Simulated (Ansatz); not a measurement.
# Cl3HOSn: a ladder of functionals and wavefunction methods

One table from this session's results is given with a row withheld; the runs are named, their logs left out.

Program: Ansatz 0.2.0, Gaussian basis. Level of theory: functionals in def2-TZVPP, the program's frozen cores in correlated methods. These are calculated values, not measurements.

Plan: LDA (SPW92), PBE-D4, revPBE-D4, BLYP-D4, r2SCAN-D4, B97M-V, PBE0-D4, B3LYP-D4, r2SCANh-D4, r2SCAN0-D4, HSE06-D4, BHLYP-D4, CAM-B3LYP-D4, LC-ωPBE, ωB97X-V, ωB97M-V, B2PLYP, PBE-QIDH; CCSD(T)/def2-SVP; CCSD(T)/def2-TZVPP; MP2/def2-QZVPP; extrapolation to the limit; RPA on PBE.

## Structure used throughout

All runs share one geometry, relaxed beforehand with PBE0-D4 in a triple-zeta def2 set. Sn takes the def2 core potential; no spin-orbit term is included.

SMILES `[OH][Sn]([Cl])([Cl])[Cl]`, 6 atoms, charge 0, spin multiplicity 1.

Atoms are counted from 1 here; the program's logs count them from 0.

Bond lengths: O1–Sn2 1.932 Å, O1–H6 0.962 Å, Sn2–Cl3 2.281 Å, Sn2–Cl4 2.296 Å, Sn2–Cl5 2.296 Å. Angles: Sn2–O1–H6 113.2°, O1–Sn2–Cl3 106.3°, O1–Sn2–Cl4 110.7°, O1–Sn2–Cl5 110.6°, Cl3–Sn2–Cl4 110.5°, Cl3–Sn2–Cl5 110.6°, Cl4–Sn2–Cl5 108.2°.

Set-up of the first run:

The input, in.yaml:

```yaml
crystal:
  periodic: [false, false, false]
  atoms:
    - {symbol: O, position_ang: [-0.674271, 0.477544, 1.363626]}
    - {symbol: Sn, position_ang: [0.251858, -0.201041, -0.189942]}
    - {symbol: Cl, position_ang: [1.931171, -1.529702, 0.595266]}
    - {symbol: Cl, position_ang: [-1.175398, -1.411255, -1.519524]}
    - {symbol: Cl, position_ang: [1.104982, 1.525864, -1.439200]}
    - {symbol: H, position_ang: [-1.396141, 1.074489, 1.143575]}
basis:
  gaussian: {orbitals: def2-TZVPP}
hamiltonian: {xc: lda}
output: {orbitals: {seedname: orbitals}}
```

Steps of the session up to this table: LDA; PBE-D4 (GGA); revPBE-D4 (GGA); BLYP-D4 (GGA); r2SCAN-D4 (meta-GGA); B97M-V (meta-GGA); PBE0-D4 (hybrid); B3LYP-D4 (hybrid); r2SCANh-D4 (hybrid); r2SCAN0-D4 (hybrid); HSE06-D4 (hybrid); BHLYP-D4 (hybrid); CAM-B3LYP-D4 (range-separated); LC-ωPBE-D4 (range-separated; the results give it without D4); ωB97X-V (range-separated); ωB97M-V (range-separated); B2PLYP (double hybrid); PBE-QIDH (double hybrid).

One of the session's tables, all rows but one given; the rest of the session is left out.

It belongs to the step «Orbital energies across the functionals». 

```
  functional  HOMO (eV)  LUMO (eV)  gap (eV)
 LDA (SPW92)          ?          ?         ?
      PBE-D4      -8.00      -3.71      4.29
   revPBE-D4      -7.93      -3.59      4.34
     BLYP-D4      -7.87      -3.64      4.22
   r2SCAN-D4      -8.43      -3.53      4.90
      B97M-V      -8.51      -3.42      5.09
     PBE0-D4      -9.62      -2.80      6.82
    B3LYP-D4      -9.32      -3.10      6.21
  r2SCANh-D4      -9.04      -3.20      5.84
  r2SCAN0-D4      -9.89      -2.69      7.20
    HSE06-D4      -9.22      -3.17      6.05
    BHLYP-D4     -10.93      -1.81      9.12
CAM-B3LYP-D4     -11.01      -1.79      9.22
     LC-ωPBE     -12.50      -0.53     11.97
     ωB97X-V     -12.09      -0.64     11.44
     ωB97M-V     -11.91      -0.73     11.17
```

Estimate the missing values for LDA (SPW92).

**Answer.** HOMO (eV): -8.19; LUMO (eV): -4.03; gap (eV): 4.16. In the column «HOMO (eV)» it lies between r2SCAN-D4 (-8.43) and PBE-D4 (-8.00).
